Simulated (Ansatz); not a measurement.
# GeN2H+ (triplet): wave-function methods side by side, cc-pVDZ

One table from this session's results is given with a row withheld; the runs are named, their logs left out.

Program: Ansatz 0.2.0, Gaussian basis. Level of theory: cc-pVDZ, core rule «outside noble gas», up to 16 orbitals frozen. These are calculated values, not measurements.

Plan: UHF; CCSD(T) on ROHF; CCSD(T) on UHF; BCCD(T) on ROHF; CISD; CCSDT(Q) on ROHF; CCSDT(Q) on UHF; CASSCF and NEVPT2, 10 electrons in 11 orbitals.

17 further runs of the same task are left out: 9 that didn't finish, 8 set aside as unsound or not needed.

**What is computed**

The geometry is a PBE0/def2-TZVP stationary point (not a proven minimum) of the parent state, kept for this charge and spin. No spin-orbit coupling is included. The filled d shell of Ge may be among the frozen orbitals whatever the setting's name suggests; the logs give the count.

4 atoms, charge 1, spin multiplicity 3.

Atoms are counted from 1 here; the program's logs count them from 0.

Bond lengths: Ge1–N2 2.064 Å, Ge1–H4 1.592 Å, N2–N3 1.103 Å. Angles: N2–Ge1–H4 83.3°, Ge1–N2–N3 171.9°.

Set-up of the first run:

Contents of in.yaml:

```yaml
crystal:
  periodic: [false, false, false]
  atoms:
    - {symbol: Ge, position_ang: [0.000000, -0.031412, 0.720207]}
    - {symbol: N, position_ang: [0.000000, 0.075260, -1.340574]}
    - {symbol: N, position_ang: [0.000000, -0.024411, -2.438823]}
    - {symbol: H, position_ang: [0.000000, 1.557202, 0.616174]}
basis:
  gaussian: {orbitals: cc-pVDZ}
total_charge: 1
magnetization: {spin_polarized: true, initial_magnetization: 2}
hamiltonian: {xc: hf}
output: {orbitals: {seedname: orbitals}}
```

The run is started by

```sh
ansatz run in.yaml --threads 1 --pin off --events-out ev --progress --plain --max-ram 2393MiB
```

Among the steps run: UHF; CCSD(T) on ROHF; CCSD(T) on UHF; BCCD(T) on ROHF; CISD; CCSDT(Q) on ROHF; CCSDT(Q) on UHF; CASSCF and NEVPT2, 10 electrons in 11 orbitals.

One table of the session follows, with a row left open; its other results are not shown here.

It belongs to the step «Misses and costs». 

```
        method  from UCCSDT(Q) (meV)
          ROHF              +10831.0
           UHF              +10678.2
          RMP2                +937.7
          UMP2               +1079.0
         RCCSD                +494.7
         UCCSD                +476.1
      RCCSD(T)                     ?
      UCCSD(T)                 +73.5
       BCCD(T)                 +80.0
        RCCSDT                 +66.3
        UCCSDT                 +54.0
     RCCSDT(Q)                 +11.7
     UCCSDT(Q)                     0
CASSCF valence               +6307.1
NEVPT2 valence               +1352.9
```

Estimate the missing values for RCCSD(T).

The run gave: from UCCSDT(Q) (meV): +81.6. In the column «from UCCSDT(Q) (meV)» it lies between BCCD(T) (+80.0) and UCCSD (+476.1).

Not comparable, so not listed: CISD (they don't share determinant, frozen orbitals or solution with the rows shown, or repeat one).

Caveats from the session: Restricted and unrestricted rows rest on different reference determinants; where their highest levels disagree by more than a few hundredths of an eV, they describe different states and don't form one ladder.
